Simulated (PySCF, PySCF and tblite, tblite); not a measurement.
# C6H8O3: conformers and averaged spectra

Which conformers does C6H8O3 (`COC(=O)C1=COCC1`) populate, and what do their averaged NMR parameters look like?

Computed with tblite 0.8.0 (tight binding) and PySCF 2.14.0 (DFT, with response routines of our own); each step states its level. Atoms count from 0 throughout.

## 1. The starting structure

17 atoms, charge 0, multiplicity 1; geometry from: MMFF94s geometry.

Bonds of the start (Å): C0–H10 1.09, C0–H11 1.09, C0–H9 1.09, C0–O1 1.44, C2–C4 1.47, C2–O3 1.22, C4–C5 1.34, C4–C8 1.47, C5–H12 1.07, C5–O6 1.37, C7–C8 1.53, C7–H13 1.10, C7–H14 1.10, C8–H15 1.10, C8–H16 1.09, O1–C2 1.34, O6–C7 1.45.

## 2. GFN2-xTB relaxation, conformer 1

What the job is given:

```
{"job": {"xc": "GFN2-xTB", "basis": "xTB", "kind": "relax"}, "charge": 0, "multiplicity": 1}
C      2.895500    -0.536500     0.937700
O      1.495400    -0.220300     0.782700
C      1.043200    -0.392900    -0.466900
O      1.680800    -0.753300    -1.444400
C     -0.389000    -0.052000    -0.503900
C     -1.151300    -0.133300    -1.600400
O     -2.469500     0.218300    -1.440500
C     -2.516900     0.745300    -0.087400
C     -1.209800     0.399000     0.624400
H      3.491000     0.126700     0.318200
H      3.071500    -1.584900     0.689200
H      3.157900    -0.373900     1.986100
H     -0.877600    -0.457000    -2.578400
H     -3.384500     0.311200     0.421800
H     -2.671100     1.834300    -0.155100
H     -0.812200     1.279100     1.150800
H     -1.360500    -0.397800     1.356200
```

The run is started by

```bash
$ OMP_NUM_THREADS=1 python ens_run.py task.json out
```

The driver reads the study from task.json and runs its stages one after another.

Output:

```text
step      E/eV     max force
  0    -792.23345    1.876
  1    -792.34288    0.901
  2    -792.35744    0.674
  3    -792.36831    0.241
  4    -792.37529    0.164
  5    -792.38025    0.186
  6    -792.38325    0.146
  7    -792.38518    0.137
  8    -792.38629    0.068
  9    -792.38685    0.042
 10    -792.38718    0.040
 11    -792.38749    0.048
 12    -792.38788    0.058
 13    -792.38844    0.066
 14    -792.38908    0.060
 15    -792.38955    0.046
 16    -792.38984    0.037
 17    -792.38984    0.037
 18    -792.38997    0.035
 19    -792.39051    0.057
 20    -792.39069    0.055
 21    -792.39093    0.059
 22    -792.39122    0.038
 23    -792.39142    0.043
 24    -792.39168    0.035
 25    -792.39190    0.044
 26    -792.39216    0.042
 27    -792.39247    0.052
 28    -792.39287    0.058
 29    -792.39327    0.050
 30    -792.39369    0.050
 31    -792.39422    0.059
 32    -792.39490    0.091
 33    -792.39560    0.094
 34    -792.39613    0.066
 35    -792.39649    0.044
 36    -792.39680    0.044
 37    -792.39708    0.038
 38    -792.39725    0.028
 39    -792.39734    0.024
 40    -792.39742    0.029
 41    -792.39751    0.028
 42    -792.39760    0.024
 43    -792.39769    0.023
 44    -792.39776    0.026
 45    -792.39784    0.024
 46    -792.39792    0.023
 47    -792.39800    0.021
 48    -792.39806    0.023
 49    -792.39813    0.023
 50    -792.39820    0.020
 51    -792.39826    0.023
 52    -792.39832    0.023
 53    -792.39839    0.025
 54    -792.39845    0.022
 55    -792.39851    0.021
 56    -792.39857    0.024
 57    -792.39863    0.017
 58    -792.39868    0.016
 59    -792.39873    0.014
 60    -792.39877    0.018
 61    -792.39881    0.016
 62    -792.39884    0.014
 63    -792.39887    0.013
 64    -792.39889    0.012
 65    -792.39891    0.011
 66    -792.39893    0.012
 67    -792.39895    0.009
 68    -792.39896    0.008
 69    -792.39897    0.009
 70    -792.39898    0.011
 71    -792.39900    0.010
 72    -792.39901    0.010
 73    -792.39904    0.010
 74    -792.39907    0.013
 75    -792.39912    0.020
 76    -792.39918    0.021
 77    -792.39923    0.016
 78    -792.39925    0.013
 79    -792.39927    0.009
 80    -792.39928    0.007
 81    -792.39928    0.005
 82    -792.39929    0.004
 83    -792.39929    0.005
 84    -792.39929    0.004
```

Run time: 0.49 s. Hardware: 1 thread of Arm Neoverse V1, shared host.

Relaxing gained 0.166 eV and moved the atoms by 0.12 Å on average (rms).

GFN2-xTB relaxation, conformer 2:

What the job is given:

```
{"job": {"xc": "GFN2-xTB", "basis": "xTB", "kind": "relax"}, "charge": 0, "multiplicity": 1}
C     -3.197000     0.291000     0.053600
O     -1.842300     0.446000     0.424900
C     -0.952800    -0.112800    -0.437900
O     -1.247800    -0.685000    -1.484600
C      0.416000     0.078400     0.019700
C      0.844900     0.704500     1.098300
O      2.218100     0.745600     1.269000
C      2.721600    -0.117700     0.231700
C      1.585300    -0.416100    -0.752000
H     -3.480500    -0.766400     0.003500
H     -3.397400     0.791500    -0.902700
H     -3.827300     0.766100     0.822900
H      0.277100     1.213300     1.874200
H      3.082800    -1.045900     0.693000
H      3.559000     0.374500    -0.264200
H      1.706200     0.152100    -1.670900
H      1.527100    -1.475800    -0.988600
```

Output:

```text
step      E/eV     max force
  0    -792.23280    2.401
  1    -792.30228    1.668
  2    -792.34191    0.427
  3    -792.34991    0.472
  4    -792.35801    0.286
  5    -792.36628    0.175
  6    -792.36916    0.135
  7    -792.37142    0.087
  8    -792.37247    0.066
  9    -792.37318    0.047
 10    -792.37359    0.048
 11    -792.37399    0.052
 12    -792.37448    0.056
 13    -792.37512    0.067
 14    -792.37574    0.061
 15    -792.37624    0.044
 16    -792.37663    0.043
 17    -792.37699    0.044
 18    -792.37735    0.057
 19    -792.37771    0.055
 20    -792.37808    0.046
 21    -792.37847    0.050
 22    -792.37889    0.048
 23    -792.37931    0.050
 24    -792.37975    0.056
 25    -792.38023    0.068
 26    -792.38076    0.059
 27    -792.38131    0.062
 28    -792.38186    0.052
 29    -792.38232    0.052
 30    -792.38265    0.047
 31    -792.38285    0.043
 32    -792.38301    0.039
 33    -792.38301    0.039
 34    -792.38309    0.036
 35    -792.38329    0.027
 36    -792.38336    0.024
 37    -792.38358    0.026
 38    -792.38369    0.028
 39    -792.38378    0.030
 40    -792.38385    0.022
 41    -792.38395    0.031
 42    -792.38405    0.029
 43    -792.38414    0.025
 44    -792.38424    0.025
 45    -792.38434    0.027
 46    -792.38445    0.028
 47    -792.38456    0.027
 48    -792.38467    0.024
 49    -792.38480    0.026
 50    -792.38494    0.037
 51    -792.38508    0.033
 52    -792.38519    0.020
 53    -792.38528    0.021
 54    -792.38535    0.020
 55    -792.38541    0.021
 56    -792.38547    0.019
 57    -792.38553    0.020
 58    -792.38560    0.019
 59    -792.38565    0.017
 60    -792.38570    0.016
 61    -792.38574    0.016
 62    -792.38577    0.016
 63    -792.38581    0.015
 64    -792.38585    0.017
 65    -792.38588    0.017
 66    -792.38592    0.016
 67    -792.38596    0.021
 68    -792.38600    0.024
 69    -792.38606    0.025
 70    -792.38614    0.024
 71    -792.38623    0.026
 72    -792.38632    0.025
 73    -792.38638    0.025
 74    -792.38643    0.021
 75    -792.38650    0.022
 76    -792.38657    0.023
 77    -792.38663    0.021
 78    -792.38667    0.017
 79    -792.38670    0.016
 80    -792.38674    0.014
 81    -792.38676    0.011
 82    -792.38678    0.007
 83    -792.38678    0.005
 84    -792.38679    0.004
```

It took 0.52 s on 1 thread of Arm Neoverse V1, shared host.

Gain 0.154 eV; displacement 0.13 Å root mean square.

## 3. Shieldings, conformer 1: B97-2/pcSseg-1 in acetone

What the job is given:

```
{"job": {"xc": "B97-2", "basis": "pcSseg-1", "solvent": "acetone", "kind": "nmr", "pop": true}, "charge": 0, "multiplicity": 1}
C      2.892278    -0.573096     0.951600
O      1.525802    -0.233216     0.782731
C      1.031996    -0.403894    -0.461414
O      1.692113    -0.819682    -1.385178
C     -0.369329    -0.027889    -0.533157
C     -1.148295    -0.083120    -1.624097
O     -2.410201     0.316506    -1.440176
C     -2.562192     0.703383    -0.066132
C     -1.198569     0.491590     0.617109
H      3.521389     0.052273     0.314266
H      3.059815    -1.619426     0.686986
H      3.121055    -0.401988     2.000485
H     -0.890379    -0.404968    -2.617147
H     -3.352734     0.084284     0.366257
H     -2.885549     1.747620    -0.050182
H     -0.785949     1.417522     1.018587
H     -1.248247    -0.233870     1.429551
```

Output:

```text
coarse grid: 14736 points
cycle   1  E = -458.6562665489  dE =  1.594e+00  |g| = 9.797e-01  |ddm| = 3.839e+00
cycle   2  E = -458.3384132743  dE =  3.179e-01  |g| = 1.631e+00  |ddm| = 2.093e+00
cycle   3  E = -458.8172661583  dE = -4.789e-01  |g| = 2.411e-01  |ddm| = 1.512e+00
cycle   4  E = -458.8274665248  dE = -1.020e-02  |g| = 9.259e-02  |ddm| = 2.335e-01
cycle   5  E = -458.8289386459  dE = -1.472e-03  |g| = 1.923e-02  |ddm| = 6.343e-02
cycle   6  E = -458.8290134377  dE = -7.479e-05  |g| = 6.135e-03  |ddm| = 1.991e-02
cycle   7  E = -458.8290211418  dE = -7.704e-06  |g| = 1.628e-03  |ddm| = 5.880e-03
final grid: 143848 points
cycle   8  E = -458.9116059982  dE = -7.315e-05  |g| = 9.250e-03  |ddm| = 3.868e-02
cycle   9  E = -458.9115830637  dE =  2.293e-05  |g| = 1.460e-02  |ddm| = 1.657e-02
cycle  10  E = -458.9116202143  dE = -3.715e-05  |g| = 1.417e-03  |ddm| = 1.068e-02
cycle  11  E = -458.9116206444  dE = -4.302e-07  |g| = 4.159e-04  |ddm| = 1.625e-03
cycle  12  E = -458.9116206761  dE = -3.166e-08  |g| = 1.680e-04  |ddm| = 4.273e-04
cycle  13  E = -458.9116206817  dE = -5.642e-09  |g| = 3.461e-05  |ddm| = 1.449e-04
cycle  14  E = -458.9116206819  dE = -2.034e-10  |g| = 1.562e-05  |ddm| = 3.411e-05
converged SCF energy = -458.9116206819

GIAO shielding tensors (ppm)
atom      isotropic    diamagn.    paramagn.     s11        s22        s33       span
  0 C      132.874     241.548    -108.675    102.858    118.285    177.477     74.619
  1 O      148.452     404.479    -256.028    -18.147    227.801    235.701    253.848
  2 C       15.683     249.651    -233.968    -69.771     42.864     73.956    143.727
  3 O      -28.717     405.899    -434.616   -247.952   -155.226    317.029    564.981
  4 C       75.454     260.827    -185.373     -5.291    112.541    119.113    124.405
  5 C       20.882     251.317    -230.436    -75.936     41.804     96.777    172.712
  6 O      174.653     398.128    -223.475     78.570    209.414    235.973    157.403
  7 C      111.112     247.536    -136.424     65.888     99.028    168.422    102.534
  8 C      154.016     245.459     -91.443    128.709    162.090    171.248     42.539
  9 H       27.819      27.736       0.083     24.026     25.547     33.885      9.859
 10 H       27.759      27.765      -0.006     24.017     25.535     33.724      9.707
 11 H       27.822      27.586       0.236     23.990     26.256     33.220      9.230
 12 H       24.297      31.250      -6.953     22.317     23.711     26.862      4.545
 13 H       26.887      28.078      -1.191     22.370     26.617     31.674      9.304
 14 H       26.888      28.079      -1.191     22.367     26.619     31.677      9.310
 15 H       28.775      30.725      -1.950     24.260     28.068     33.997      9.737
 16 H       28.776      30.732      -1.956     24.266     28.070     33.991      9.726
```

It took 33 s on 1 thread of Arm Neoverse V1, shared host.

This run: HOMO -6.38 eV, LUMO -0.93 eV; dipole 3.56 D.

## 4. Single-point energy, conformer 1: B3LYP/def2-SVP in acetone

The job, as its differences from that of step 3:

```diff
@@ -1,2 +1,2 @@
-{"job": {"xc": "B97-2", "basis": "pcSseg-1", "solvent": "acetone", "kind": "nmr", "pop": true}, "charge": 0, "multiplicity": 1}
+{"job": {"xc": "B3LYP", "basis": "def2-SVP", "solvent": "acetone", "kind": "sp"}, "charge": 0, "multiplicity": 1}
 C      2.892278    -0.573096     0.951600
```

Output:

```text
coarse grid: 14736 points
cycle   1  E = -458.4862016427  dE =  1.537e+00  |g| = 1.011e+00  |ddm| = 4.570e+00
cycle   2  E = -458.0962032034  dE =  3.900e-01  |g| = 1.746e+00  |ddm| = 2.832e+00
cycle   3  E = -458.6629303941  dE = -5.667e-01  |g| = 2.671e-01  |ddm| = 2.032e+00
cycle   4  E = -458.6759760053  dE = -1.305e-02  |g| = 1.001e-01  |ddm| = 3.258e-01
cycle   5  E = -458.6777606429  dE = -1.785e-03  |g| = 2.246e-02  |ddm| = 8.657e-02
cycle   6  E = -458.6778707576  dE = -1.101e-04  |g| = 6.578e-03  |ddm| = 2.844e-02
cycle   7  E = -458.6778796978  dE = -8.940e-06  |g| = 2.015e-03  |ddm| = 7.994e-03
final grid: 143848 points
cycle   8  E = -458.7783204841  dE = -4.461e-05  |g| = 8.169e-03  |ddm| = 3.876e-02
cycle   9  E = -458.7782963424  dE =  2.414e-05  |g| = 1.355e-02  |ddm| = 1.907e-02
cycle  10  E = -458.7783346446  dE = -3.830e-05  |g| = 1.622e-03  |ddm| = 1.261e-02
cycle  11  E = -458.7783352313  dE = -5.867e-07  |g| = 2.404e-04  |ddm| = 1.643e-03
cycle  12  E = -458.7783352390  dE = -7.686e-09  |g| = 1.507e-04  |ddm| = 3.534e-04
cycle  13  E = -458.7783352433  dE = -4.299e-09  |g| = 3.832e-05  |ddm| = 1.527e-04
cycle  14  E = -458.7783352436  dE = -2.525e-10  |g| = 1.519e-05  |ddm| = 5.032e-05
converged SCF energy = -458.7783352436
```

Run time: 12 s. Hardware: 1 thread of Arm Neoverse V1, shared host.

In short: HOMO -6.24 eV, LUMO -0.89 eV; dipole 3.32 D.

## 5. Shieldings, conformer 2: B97-2/pcSseg-1 in acetone

What the job is given:

```
{"job": {"xc": "B97-2", "basis": "pcSseg-1", "solvent": "acetone", "kind": "nmr", "pop": false}, "charge": 0, "multiplicity": 1}
C     -3.217597     0.340736     0.029243
O     -1.856427     0.444190     0.418327
C     -0.966511    -0.106988    -0.435105
O     -1.288662    -0.654546    -1.463272
C      0.401514     0.040921     0.033368
C      0.841490     0.631370     1.153766
O      2.168835     0.613093     1.319367
C      2.752617    -0.064229     0.195768
C      1.596092    -0.485292    -0.727562
H     -3.507864    -0.707906    -0.064723
H     -3.377689     0.834497    -0.931644
H     -3.794572     0.828851     0.810417
H      0.276850     1.113829     1.931131
H      3.318971    -0.916215     0.580804
H      3.446614     0.630100    -0.285051
H      1.663942    -0.033036    -1.717283
H      1.535397    -1.566080    -0.857460
```

Output:

```text
coarse grid: 14736 points
cycle   1  E = -458.6570533930  dE =  1.589e+00  |g| = 9.772e-01  |ddm| = 3.854e+00
cycle   2  E = -458.3428799585  dE =  3.142e-01  |g| = 1.624e+00  |ddm| = 2.018e+00
cycle   3  E = -458.8176960035  dE = -4.748e-01  |g| = 2.367e-01  |ddm| = 1.439e+00
cycle   4  E = -458.8275626334  dE = -9.867e-03  |g| = 8.924e-02  |ddm| = 2.295e-01
cycle   5  E = -458.8288832197  dE = -1.321e-03  |g| = 1.925e-02  |ddm| = 5.899e-02
cycle   6  E = -458.8289547385  dE = -7.152e-05  |g| = 6.957e-03  |ddm| = 2.047e-02
cycle   7  E = -458.8289646012  dE = -9.863e-06  |g| = 2.166e-03  |ddm| = 7.141e-03
final grid: 143848 points
cycle   8  E = -458.9119271497  dE = -6.656e-05  |g| = 1.008e-02  |ddm| = 3.799e-02
cycle   9  E = -458.9118926773  dE =  3.447e-05  |g| = 1.689e-02  |ddm| = 1.944e-02
cycle  10  E = -458.9119445141  dE = -5.184e-05  |g| = 1.456e-03  |ddm| = 1.298e-02
cycle  11  E = -458.9119449809  dE = -4.667e-07  |g| = 3.651e-04  |ddm| = 1.635e-03
cycle  12  E = -458.9119450050  dE = -2.411e-08  |g| = 1.479e-04  |ddm| = 3.721e-04
cycle  13  E = -458.9119450094  dE = -4.469e-09  |g| = 2.474e-05  |ddm| = 1.254e-04
cycle  14  E = -458.9119450096  dE = -1.193e-10  |g| = 8.980e-06  |ddm| = 2.390e-05
converged SCF energy = -458.9119450096

GIAO shielding tensors (ppm)
atom      isotropic    diamagn.    paramagn.     s11        s22        s33       span
  0 C      132.902     241.658    -108.756    103.189    118.039    177.479     74.290
  1 O      161.688     404.224    -242.536    -13.807    230.915    267.955    281.762
  2 C       16.283     251.101    -234.818    -70.652     45.366     74.135    144.787
  3 O      -45.048     405.749    -450.796   -292.093   -156.922    313.872    605.964
  4 C       75.630     260.708    -185.078      2.922    106.088    117.880    114.959
  5 C       21.701     252.817    -231.116    -73.359     41.011     97.450    170.809
  6 O      173.335     399.266    -225.930     88.320    201.176    230.510    142.190
  7 C      111.888     246.194    -134.306     67.759     99.110    168.793    101.034
  8 C      154.156     245.793     -91.637    129.072    161.917    171.479     42.407
  9 H       27.778      27.926      -0.148     23.981     25.592     33.762      9.780
 10 H       27.773      27.823      -0.050     23.983     25.593     33.743      9.760
 11 H       27.860      27.306       0.554     24.071     26.199     33.311      9.240
 12 H       24.432      32.287      -7.855     22.007     24.314     26.975      4.968
 13 H       26.913      27.661      -0.748     22.414     26.552     31.773      9.359
 14 H       26.914      27.568      -0.654     22.411     26.555     31.777      9.366
 15 H       28.765      29.940      -1.175     24.459     27.562     34.274      9.814
 16 H       28.765      30.044      -1.279     24.461     27.560     34.274      9.813
```

Wall time 30 s (1 thread of Arm Neoverse V1, shared host).

In short: HOMO -6.40 eV, LUMO -0.93 eV; dipole 1.87 D.

## 6. Single-point energy, conformer 2: B3LYP/def2-SVP in acetone

The job, as its differences from that of step 5:

```diff
@@ -1,2 +1,2 @@
-{"job": {"xc": "B97-2", "basis": "pcSseg-1", "solvent": "acetone", "kind": "nmr", "pop": false}, "charge": 0, "multiplicity": 1}
+{"job": {"xc": "B3LYP", "basis": "def2-SVP", "solvent": "acetone", "kind": "sp"}, "charge": 0, "multiplicity": 1}
 C     -3.217597     0.340736     0.029243
```

Output:

```text
coarse grid: 14736 points
cycle   1  E = -458.4867436483  dE =  1.532e+00  |g| = 1.009e+00  |ddm| = 4.567e+00
cycle   2  E = -458.1011949848  dE =  3.855e-01  |g| = 1.739e+00  |ddm| = 2.755e+00
cycle   3  E = -458.6633325172  dE = -5.621e-01  |g| = 2.618e-01  |ddm| = 1.949e+00
cycle   4  E = -458.6759106772  dE = -1.258e-02  |g| = 9.666e-02  |ddm| = 3.192e-01
cycle   5  E = -458.6775242634  dE = -1.614e-03  |g| = 2.261e-02  |ddm| = 8.236e-02
cycle   6  E = -458.6776307844  dE = -1.065e-04  |g| = 7.720e-03  |ddm| = 2.877e-02
cycle   7  E = -458.6776430526  dE = -1.227e-05  |g| = 2.615e-03  |ddm| = 9.412e-03
cycle   8  E = -458.6776445526  dE = -1.500e-06  |g| = 7.774e-04  |ddm| = 3.051e-03
final grid: 143848 points
cycle   9  E = -458.7785802195  dE = -4.572e-05  |g| = 6.648e-03  |ddm| = 3.636e-02
cycle  10  E = -458.7785704933  dE =  9.726e-06  |g| = 9.699e-03  |ddm| = 1.500e-02
cycle  11  E = -458.7785900039  dE = -1.951e-05  |g| = 1.321e-03  |ddm| = 9.502e-03
cycle  12  E = -458.7785903369  dE = -3.330e-07  |g| = 2.864e-04  |ddm| = 1.297e-03
cycle  13  E = -458.7785903501  dE = -1.323e-08  |g| = 1.425e-04  |ddm| = 3.866e-04
cycle  14  E = -458.7785903540  dE = -3.920e-09  |g| = 3.410e-05  |ddm| = 1.458e-04
cycle  15  E = -458.7785903543  dE = -2.253e-10  |g| = 1.014e-05  |ddm| = 4.009e-05
converged SCF energy = -458.7785903543
```

Run time: 12 s. Hardware: 1 thread of Arm Neoverse V1, shared host.

This run: HOMO -6.25 eV, LUMO -0.89 eV; dipole 1.79 D.

[end of part 1 of 2]
